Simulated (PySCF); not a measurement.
# SBr⁻: changing the method

Aim: see what other levels and later steps give for SBr⁻.

Program: PySCF 2.14.0. Level of theory: each script names its method and basis. These are calculated values, not measurements.

1 further run of the same task is left out (it didn't finish).

## 1. Where the work starts

SBr⁻: 2 atoms, charge -1, spin multiplicity 1.

Bond lengths: S1–Br2 2.200 Å.

## 2. The run that the others are compared with

Input file input.py:

```python
from pyscf import gto, scf, tdscf

mol = gto.M(
    atom='S 0 0 0; Br 0 0 2.2',
    basis='minao',
    charge=-1,
    spin=0,
    verbose=3,
)
mf = scf.RHF(mol)
mf.kernel()
td = tdscf.TDHF(mf)
td.nstates = 5
td.kernel()
td.analyze()
mf.dip_moment()
print('orbital energies (hartree):', mf.mo_energy[..., max(0, mol.nelec[1]-3):mol.nelec[0]+3].round(4))
```

Command:

```sh
$ OMP_NUM_THREADS=1 python input.py
```

Its log is not repeated here.

In short: E(SCF) = -2969.968445 Eh, excitations 3.38, 3.38, 8.64, 8.64, 11.14 eV.

The bond length is a typed value, not an optimised one. The dipole of an ion depends on the origin.

## 3. MP2

Run 1 changes step after the SCF: tddft → mp2; frozen orbitals: none → 14.

Input file input.py:

```python
from pyscf import gto, scf, mp

mol = gto.M(
    atom='S 0 0 0; Br 0 0 2.2',
    basis='minao',
    charge=-1,
    spin=0,
    verbose=3,
)
mf = scf.RHF(mol)
mf.kernel()
mp.MP2(mf, frozen=14).kernel()
mf.dip_moment()
print('orbital energies (hartree):', mf.mo_energy[..., max(0, mol.nelec[1]-3):mol.nelec[0]+3].round(4))
```

Command:

```sh
$ OMP_NUM_THREADS=1 python input.py
```

## 4. Number of roots 15

Run 2 changes number of roots: 5 → 15.

Edit input.py of step 2 so:

```diff
@@ -12,3 +12,3 @@
 td = tdscf.TDHF(mf)
-td.nstates = 5
+td.nstates = 15
 td.kernel()
```

## 5. Gradient

Run 3 changes step after the SCF: tddft → gradient.

Edit input.py of step 2 so:

```diff
@@ -1,2 +1,2 @@
-from pyscf import gto, scf, tdscf
+from pyscf import gto, scf
 
@@ -11,6 +11,3 @@
 mf.kernel()
-td = tdscf.TDHF(mf)
-td.nstates = 5
-td.kernel()
-td.analyze()
+mf.nuc_grad_method().kernel()
 mf.dip_moment()
```

## 6. MP2

Run 4 changes step after the SCF: tddft → mp2.

Edit input.py of step 2 so:

```diff
@@ -1,2 +1,2 @@
-from pyscf import gto, scf, tdscf
+from pyscf import gto, scf, mp
 
@@ -11,6 +11,3 @@
 mf.kernel()
-td = tdscf.TDHF(mf)
-td.nstates = 5
-td.kernel()
-td.analyze()
+mp.MP2(mf).kernel()
 mf.dip_moment()
```

Before running it: what results should come out? Wanted: for each run, E(SCF); from base; gap; after the SCF.

**Answer**, as computed:

```tsv
run	E(SCF) (hartree)	from base (eV)	gap (eV)	after the SCF
base	-2969.968445	0	12.35	lowest root found 3.38 eV
MP2	-2969.968445	0.0000	12.35	MP2 correlation -0.325 eV, core frozen
number of roots 15	-2969.968445	0.0000	12.35	lowest root found 3.38 eV
gradient	-2969.968445	0.0000	12.35	n/a
MP2	-2969.968445	0.0000	12.35	MP2 correlation -0.329 eV
```

In words: The dearest run is “gradient”, at 4.8 s against 1.5 s.
